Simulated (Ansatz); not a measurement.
# Two self-consistent states of Ti2VO4

An SCF can end in more than one state. Here Ti2VO4, a known structure type filled with other elements, at an estimated volume, is run from each state found earlier: which lies lowest, and what else changes?

Program: Ansatz 0.2.0. Level of theory: DFT, PBE, with U_eff = 4.53 eV on Ti d, U_eff = 3.86 eV on V d, plane waves, PAW. These are calculated values, not measurements.

### 1 Geometry

The structure is orthorhombic, space group Cmcm (No. 63). The conventional cell has a = 2.963 Å, b = 9.782 Å, c = 10.020 Å, α = 90.00°, β = 90.00°, γ = 90.00°. V (site symmetry m2m) is surrounded by 6 O at 2.07 to 2.36 Å. Ti (site symmetry m) has 6 O at 2.01 to 2.09 Å as nearest neighbours. O (site symmetry 2/m) has 4 Ti at 2.09 Å as nearest neighbours. O (site symmetry m2m) is surrounded by 2 Ti at 2.03 Å and 2 V at 2.07 Å. O (site symmetry m) has 3 Ti at 2.01 to 2.09 Å and 2 V at 2.36 Å as nearest neighbours.

Structure file:

```
CELL_PARAMETERS angstrom
2.96346 0.00000 0.00000
1.48173 -4.89077 0.00000
0.00000 0.00000 -10.02041
ATOMIC_POSITIONS crystal
V 0.11280 0.77440 0.75000
V 0.88720 0.22560 0.25000
Ti 0.36860 0.26280 0.92860
Ti 0.63140 0.73720 0.42860
Ti 0.63140 0.73720 0.07140
Ti 0.36860 0.26280 0.57140
O 0.00000 0.00000 0.00000
O 0.00000 0.00000 0.50000
O 0.46560 0.06880 0.75000
O 0.53440 0.93120 0.25000
O 0.26400 0.47200 0.38910
O 0.73600 0.52800 0.88910
O 0.73600 0.52800 0.61090
O 0.26400 0.47200 0.11090
```

The states: A, V1 up, V2 up, Ti3 up, Ti4 down, Ti5 down, Ti6 down (collinear spin); B, V1 up, V2 down, Ti3 down, Ti4 up, Ti5 up, Ti6 down (collinear spin). Each run reads its own saved solution as saved_state.

### 2 Run from state A

input.yaml reads:

```yaml
crystal:
  lattice:
    - [2.9634649, 0.0, 0.0]
    - [1.48173295, -4.8907696, 0.0]
    - [0.0, 0.0, -10.02040798]
  atoms:
    - { symbol: V, position: [0.1128, 0.7744, 0.75], spin: 2.0 }
    - { symbol: V, position: [0.8872, 0.2256, 0.25], spin: 2.0 }
    - { symbol: Ti, position: [0.3686, 0.2628, 0.9286], spin: 1.0 }
    - { symbol: Ti, position: [0.6314, 0.7372, 0.4286], spin: -1.0 }
    - { symbol: Ti, position: [0.6314, 0.7372, 0.0714], spin: -1.0 }
    - { symbol: Ti, position: [0.3686, 0.2628, 0.5714], spin: -1.0 }
    - { symbol: O, position: [0.0, 0.0, 0.0] }
    - { symbol: O, position: [0.0, 0.0, 0.5] }
    - { symbol: O, position: [0.4656, 0.0688, 0.75] }
    - { symbol: O, position: [0.5344, 0.9312, 0.25] }
    - { symbol: O, position: [0.264, 0.472, 0.3891] }
    - { symbol: O, position: [0.736, 0.528, 0.8891] }
    - { symbol: O, position: [0.736, 0.528, 0.6109] }
    - { symbol: O, position: [0.264, 0.472, 0.1109] }
  symmetry: { detect: false, time_reversal: true }
kpoints:
  mp_grid: { grid: [6, 6, 2], shift: [0, 0, 0] }
magnetization:
  spin_polarized: true
scf:
  occupations: { method: fermi_dirac }
  lower_state_search: "off"
  max_iter: 200
hamiltonian:
  pseudopotentials: { kind: paw }
  xc: pbe
  hubbard:
    projectors: all-electron-ortho-atomic
    sites:
      - { species: Ti, l: d, u_eff: 4.53 }
      - { species: V, l: d, u_eff: 3.86 }
basis:
  ecutwfc: 420
  fft_grid_basis: typed
output:
  forces: true
  stress: true
  eigenvalues: true
  bader: true
  populations: true
  elf: true
  write_potential: true
  volumetric_format: npy
  dos:
    e_range: [-12, 8]
    de: 0.05
    projected: { site_lists: { O: [O], Ti: [Ti], V: [V] } }
checkpoint:
  read: saved_state
```

Log, shortened:

```text
Warning: checkpoint.read: basis.xc_grid differs: saved 1, current 2 (points along each axis for each point of the dense box; where the key is left out runs that use forces, runs that use the stress, dielectric runs by a finite field, finite-displacement phonons, runs of [...]
Warning: RAYON_NUM_THREADS=2 ignored (pool sized by the plan → 2); use --threads N
V: projections on atomic orbitals take those of the free atom [Ne] 3s2 3p6 3d3 4s2, of charge +0.00 (hamiltonian.pseudopotentials.projection_atoms); the dataset's partial waves leave at most 5.8e-7 of an orbital's norm unspanned inside its sphere
Ti: projections on atomic orbitals take those of the free atom [Ne] 3s2 3p6 3d2 4s2, of charge +0.00 (hamiltonian.pseudopotentials.projection_atoms); the dataset's partial waves leave at most 4.1e-7 of an orbital's norm unspanned inside its sphere
O: projections on atomic orbitals take those of the free atom [He] 2s2 2p4, of charge +0.00 (hamiltonian.pseudopotentials.projection_atoms); the dataset's partial waves leave at most 1.9e-8 of an orbital's norm unspanned inside its sphere
[...]
Pseudopotentials: kind: paw
Pseudopotential: V, paw, valence charge 13, recommended cutoff 420 eV (normal), V.paw.azcp
Pseudopotential: Ti, paw, valence charge 12, recommended cutoff 420 eV (normal), Ti.paw.azcp
Pseudopotential: O, paw, valence charge 6, recommended cutoff 420 eV (normal), O.paw.azcp
Functional definition: PBE
[...]
Crystal: 14 atoms, lattice volume = 145.232 Å³
[...]
  atom   7  O      0.05099698     0.02902740     0.04940762
  atom   8  O      0.02102924    -0.02075484     0.05419332
[...]
--- Stress (GPa, compression-positive) ---
       21.435435      -1.580629      -0.115389
       -1.580624      16.180485      -0.430547
       -0.115578      -0.430718       7.657651
  P = ⅓ Tr σ = 15.0912 GPa (150.912 kbar)
--- Band table (eV; the first three rows and the last of 80) ---
[...]
Occupation matrices written to <dir>
--- Löwdin populations: 14 sites ---
  site symbol       q [e]    m [muB]
     0      V     11.8712     2.8911
     1      V     11.8719     2.8785
     2     Ti     10.7103     0.9786
     3     Ti     10.7105    -0.9555
     4     Ti     10.7132    -0.9359
     5     Ti     10.7106    -0.9533
     6      O      6.8695     0.0330
     7      O      6.8738     0.0129
     8      O      6.8717    -0.0026
     9      O      6.8719     0.0132
    10      O      6.8495     0.0025
    11      O      6.8530     0.0172
    12      O      6.8500     0.0030
    13      O      6.8498    -0.0087
  spilling = 0.004288 (of n_electrons = 122.000000)
--- Bader charges: 14 sites ---
  site symbol  charge [e]  shift [e]    m [muB]
     0      V      1.5201     0.0010     2.7229
     1      V      1.5203     0.0011     2.7072
     2     Ti      2.0281     0.0015     0.8929
     3     Ti      2.0281     0.0014    -0.8691
     4     Ti      2.0293     0.0015    -0.8513
     5     Ti      2.0284     0.0014    -0.8665
     6      O     -1.4267     0.0005     0.0609
     7      O     -1.4254     0.0005    -0.0241
     8      O     -1.3799     0.0003     0.0645
     9      O     -1.3804     0.0003     0.0558
    10      O     -1.3852     0.0005     0.0034
    11      O     -1.3851     0.0006     0.0914
    12      O     -1.3859     0.0005     0.0039
    13      O     -1.3857     0.0005     0.0081
  estimated error of the sums over rays = 5.1e-4 e
```

Wall time 8.1 min (2 threads of an Arm CPU, shared host); peak memory 1.1 GiB.

### 3 State A: levels and charges

Counts of states in windows (eV from the Fermi level; tetrahedra), total and projected:

```tsv
from	to	total	up	down	O p	Ti d	V d
-9.0	-8.0	0.29	0.10	0.19	0.18	0.08	0.01
-8.0	-7.0	7.10	3.86	3.24	4.93	1.12	0.30
-7.0	-6.0	11.74	5.73	5.99	8.83	1.62	0.55
-6.0	-5.0	14.32	7.62	6.72	11.28	1.87	0.73
-5.0	-4.0	12.55	5.91	6.63	10.91	0.74	0.57
-4.0	-3.0	2.05	0.81	1.24	1.88	0.09	0.05
-3.0	-2.0	2.81	1.66	1.15	0.71	1.03	1.01
-2.0	-1.0	7.15	5.30	1.84	1.51	1.89	3.58
-1.0	0.0	0.00	0.00	0.00	0.00	0.00	0.00
0.0	1.0	0.00	0.00	0.00	0.00	0.00	0.00
1.0	2.0	9.49	4.29	5.21	0.70	7.67	0.88
```

On the mesh the valence top lies at -1.10 eV and the conduction bottom at 1.00 eV on this scale. The bands computed are complete only to about 3.2 eV above the Fermi level.

By element, from the tables in the log (a charge is positive for electrons lost): Löwdin charges also hold the electrons that the projection spills.

```tsv
element	atoms	Bader charge (e)	Bader volume (Å³)	Löwdin charge (e)	Bader moment, size (μB)
V	2	+1.52	10.1	+1.13	2.71 to 2.72
Ti	4	+2.03	7.9	+1.29	0.85 to 0.89
O	8	-1.43 to -1.38	11.5 to 12.1	-0.87 to -0.85	0.00 to 0.09
```

Löwdin charges rest on a small set of atomic orbitals that misses 0.4 % of the electrons, so they need not add up to the cell's charge and can differ from Bader's even in sign.

Occupation eigenvalues of the Hubbard shells:

```tsv
atom	shell	spin	eigenvalues
V1	d	up	0.08 0.15 0.98 0.98 0.99
V1	d	down	0.04 0.05 0.05 0.06 0.12
V2	d	up	0.08 0.15 0.98 0.98 0.98
V2	d	down	0.04 0.05 0.05 0.06 0.12
Ti3	d	up	0.10 0.11 0.22 0.24 0.97
Ti3	d	down	0.08 0.09 0.09 0.20 0.21
Ti4	d	up	0.08 0.09 0.09 0.20 0.22
Ti4	d	down	0.10 0.11 0.21 0.23 0.97
Ti5	d	up	0.08 0.09 0.10 0.20 0.22
Ti5	d	down	0.10 0.11 0.21 0.23 0.97
Ti6	d	up	0.08 0.09 0.09 0.20 0.22
Ti6	d	down	0.10 0.11 0.21 0.23 0.97
```

The main site moments: V1 up, V2 up, Ti3 up, Ti4 down, Ti5 down, Ti6 down.

### 4 Run from state B

input.yaml, as its differences from that of step 2:

```diff
@@ -6,8 +6,8 @@
   atoms:
-    - { symbol: V, position: [0.1128, 0.7744, 0.75], spin: 2.0 }
-    - { symbol: V, position: [0.8872, 0.2256, 0.25], spin: 2.0 }
-    - { symbol: Ti, position: [0.3686, 0.2628, 0.9286], spin: 1.0 }
-    - { symbol: Ti, position: [0.6314, 0.7372, 0.4286], spin: -1.0 }
-    - { symbol: Ti, position: [0.6314, 0.7372, 0.0714], spin: -1.0 }
-    - { symbol: Ti, position: [0.3686, 0.2628, 0.5714], spin: -1.0 }
+    - { symbol: V, position: [0.1128, 0.7744, 0.75] }
+    - { symbol: V, position: [0.8872, 0.2256, 0.25] }
+    - { symbol: Ti, position: [0.3686, 0.2628, 0.9286] }
+    - { symbol: Ti, position: [0.6314, 0.7372, 0.4286] }
+    - { symbol: Ti, position: [0.6314, 0.7372, 0.0714] }
+    - { symbol: Ti, position: [0.3686, 0.2628, 0.5714] }
     - { symbol: O, position: [0.0, 0.0, 0.0] }
@@ -23,2 +23,16 @@
   mp_grid: { grid: [6, 6, 2], shift: [0, 0, 0] }
+  band_path:
+    path:
+      - [0.0, 0.0, 0.0]
+      - [0.0, -0.5, 0.0]
+      - [0.45410608, -0.27294688, 0.0]
+      - [0.54589392, 0.27294705, 0.0]
+      - [0.0, 0.0, 0.0]
+      - [0.0, 0.0, -0.5]
+      - [0.54589392, 0.27294705, -0.5]
+      - [0.45410608, -0.27294688, -0.5]
+      - [0.0, -0.5, -0.5]
+      - [0.0, -0.5, 0.0]
+      - [0.0, 0.0, 0.0]
+    npoints: 6
 magnetization:
```

Log, shortened:

```text
Warning: checkpoint.read: basis.xc_grid differs: saved 1, current 2 (points along each axis for each point of the dense box; where the key is left out runs that use forces, runs that use the stress, dielectric runs by a finite field, finite-displacement phonons, runs of [...]
Warning: RAYON_NUM_THREADS=2 ignored (pool sized by the plan → 2); use --threads N
V: projections on atomic orbitals take those of the free atom [Ne] 3s2 3p6 3d3 4s2, of charge +0.00 (hamiltonian.pseudopotentials.projection_atoms); the dataset's partial waves leave at most 5.8e-7 of an orbital's norm unspanned inside its sphere
Ti: projections on atomic orbitals take those of the free atom [Ne] 3s2 3p6 3d2 4s2, of charge +0.00 (hamiltonian.pseudopotentials.projection_atoms); the dataset's partial waves leave at most 4.1e-7 of an orbital's norm unspanned inside its sphere
[...]
     3     Ti     10.7133     0.9405
     4     Ti     10.7133     0.9405
     5     Ti     10.7133    -0.9405
     6      O      6.8685     0.0000
     7      O      6.8685    -0.0000
     8      O      6.8713     0.0140
     9      O      6.8713    -0.0140
    10      O      6.8494     0.0074
    11      O      6.8494    -0.0074
    12      O      6.8494    -0.0074
    13      O      6.8494     0.0074
  spilling = 0.004282 (of n_electrons = 122.000000)
--- Bader charges: 14 sites ---
  site symbol  charge [e]  shift [e]    m [muB]
     0      V      1.5195     0.0011     2.7023
     1      V      1.5195     0.0011    -2.7023
     2     Ti      2.0290     0.0015    -0.8556
     3     Ti      2.0290     0.0015     0.8556
     4     Ti      2.0290     0.0015     0.8556
     5     Ti      2.0290     0.0015    -0.8556
     6      O     -1.4263     0.0005     0.0000
     7      O     -1.4263     0.0005     0.0000
     8      O     -1.3802     0.0003     0.0556
     9      O     -1.3802     0.0003    -0.0556
    10      O     -1.3855     0.0005    -0.0077
    11      O     -1.3855     0.0005     0.0077
    12      O     -1.3855     0.0005     0.0077
    13      O     -1.3855     0.0005    -0.0077
  estimated error of the sums over rays = 5.3e-4 e
```

Run time: 3.5 min. Hardware: 2 threads of an Arm CPU, shared host; peak memory 1.6 GiB.

### 5 What state B looks like

Counts of states in windows (eV from the Fermi level; tetrahedra), total and projected:

```tsv
from	to	total	up	down	O p	Ti d	V d
-9.0	-8.0	0.08	0.04	0.04	0.05	0.02	0.00
-8.0	-7.0	6.63	3.31	3.31	4.54	1.10	0.27
-7.0	-6.0	11.64	5.82	5.82	8.82	1.52	0.54
-6.0	-5.0	14.33	7.17	7.17	11.20	1.98	0.73
-5.0	-4.0	13.03	6.51	6.51	11.25	0.78	0.64
-4.0	-3.0	2.28	1.14	1.14	2.11	0.09	0.05
-3.0	-2.0	2.04	1.02	1.02	0.54	0.62	0.83
-2.0	-1.0	7.96	3.98	3.98	1.71	2.34	3.75
-1.0	0.0	0.00	0.00	0.00	0.00	0.00	0.00
0.0	1.0	0.00	0.00	0.00	0.00	0.00	0.00
1.0	2.0	8.85	4.42	4.42	0.67	7.09	0.86
2.0	3.0	11.75	5.87	5.87	0.70	8.14	2.30
```

On the mesh the valence top lies at -1.31 eV and the conduction bottom at 1.17 eV on this scale.

Gathered by element (positive charge: electrons given up): Löwdin charges also hold the electrons that the projection spills.

```tsv
element	atoms	Bader charge (e)	Bader volume (Å³)	Löwdin charge (e)	Bader moment, size (μB)
V	2	+1.52	10.1	+1.13	2.70
Ti	4	+2.03	7.9	+1.29	0.86
O	8	-1.43 to -1.38	11.5 to 12.1	-0.87 to -0.85	0.00 to 0.06
```

The Löwdin projection spills 0.4 % of the electrons and depends on the orbitals chosen; where it disagrees with Bader's partition, neither is an observable.

Occupation eigenvalues of the Hubbard shells:

```tsv
atom	shell	spin	eigenvalues
V1	d	up	0.08 0.15 0.98 0.98 0.98
V1	d	down	0.04 0.05 0.05 0.06 0.12
V2	d	up	0.04 0.05 0.05 0.06 0.12
V2	d	down	0.08 0.15 0.98 0.98 0.98
Ti3	d	up	0.08 0.09 0.10 0.20 0.21
Ti3	d	down	0.10 0.11 0.21 0.23 0.97
Ti4	d	up	0.10 0.11 0.21 0.23 0.97
Ti4	d	down	0.08 0.09 0.10 0.20 0.21
Ti5	d	up	0.10 0.11 0.21 0.23 0.97
Ti5	d	down	0.08 0.09 0.10 0.20 0.21
Ti6	d	up	0.08 0.09 0.10 0.20 0.21
Ti6	d	down	0.10 0.11 0.21 0.23 0.97
```

The main site moments: V1 up, V2 down, Ti3 down, Ti4 up, Ti5 up, Ti6 down.

### 6 Results

```tsv
state	free energy (meV/atom)	largest site moment (μB)	size of the net moment (μB/cell)	gap (eV)	pressure (GPa)	largest force (eV/Å)	SCF cycles
A	10.3	2.21	4.00	2.11	15.1	1.48	47
B	0.0	2.20	0.00	2.48	14.5	1.45	11
```

What this shows: State B lies lowest, 10.3 meV per atom under state A. Gaps that take in a band path and gaps read on the mesh alone aren't sampled alike. At the same volume their pressures differ by 0.6 GPa. Every run converged, so convergence alone does not show that a state is the lowest.
